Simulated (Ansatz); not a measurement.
This script drives Ansatz's Python interface.

Script `torsion_clh5osi2.py`:
```python
'''Rigid torsion scan of ClH5OSi2.'''

import ansatz as az
from ase import Atoms


def main() -> None:
    atoms = Atoms(['Si', 'O', 'Si', 'Cl', 'H', 'H', 'H', 'H', 'H'], positions=[
        (0.478, 1.4412, 0.302),
        (0.4911, -0.165, 0.2467),
        (-0.4694, -1.4107, -0.3029),
        (0.6589, -3.114, 0.1543),
        (0.335, 2.0028, -1.1109),
        (1.6492, 2.035, 0.9401),
        (-0.7423, 1.913, 1.0563),
        (-1.6996, -1.4243, 0.4146),
        (-0.6124, -1.3243, -1.7172),
    ])

    # relax first, so that the scan starts from a minimum
    first = (
        az.Crystal.molecule_from_ase(atoms).calculation()
        .basis(gaussian='6-31G*')  # the orbital basis, by name
        .functional('r2scan')
        .relax(force_tolerance=0.02, max_steps=80)
    )
    atoms.positions = first.run().report['positions_ang']

    start = atoms.get_dihedral(0, 1, 2, 3)
    energies = {}
    for turn in range(0, 360, 30):
        turned = atoms.copy()
        turned.set_dihedral(0, 1, 2, 3, start + turn, indices=[2, 3, 7, 8])
        calc = az.Crystal.molecule_from_ase(turned).calculation().basis(gaussian='6-31G*').functional('r2scan')
        energies[round((start + turn) % 360)] = calc.run().report['free_energy_ev']
    floor = min(energies.values())
    print('dihedral Si0-O1-Si2-Cl3 (deg)   E - E(min) (kcal/mol)')
    for angle, e in sorted(energies.items()):
        print(f'{angle:8d} {23.060548 * (e - floor):14.3f}  ' + '#' * int(30 * (e - floor) / max(max(energies.values()) - floor, 1e-9)))


if __name__ == '__main__':
    main()
```

It is started by `python torsion_clh5osi2.py`. Estimate its wall time and peak memory on 1 thread of Arm Neoverse V2, with other jobs on the host.

It took about 2.8 min, with a peak of 0.22 GiB, for 13 runs of the engine.

```console
$ python torsion_clh5osi2.py
dihedral Si0-O1-Si2-Cl3 (deg)   E - E(min) (kcal/mol)
      24          0.026
      54          0.074  ##
      84          0.142  ####
     114          0.378  ##########
     144          0.793  ######################
     174          1.040  ##############################
     204          0.871  #########################
     234          0.486  ##############
     264          0.227  ######
     294          0.115  ###
     324          0.032
     354          0.000
```

The scan is rigid and the energies are electronic, in a modest basis. With rigid groups the curve can differ much from the relaxed path, the start wasn't checked as a minimum of this torsion, and equivalent turns needn't return to the same energy.
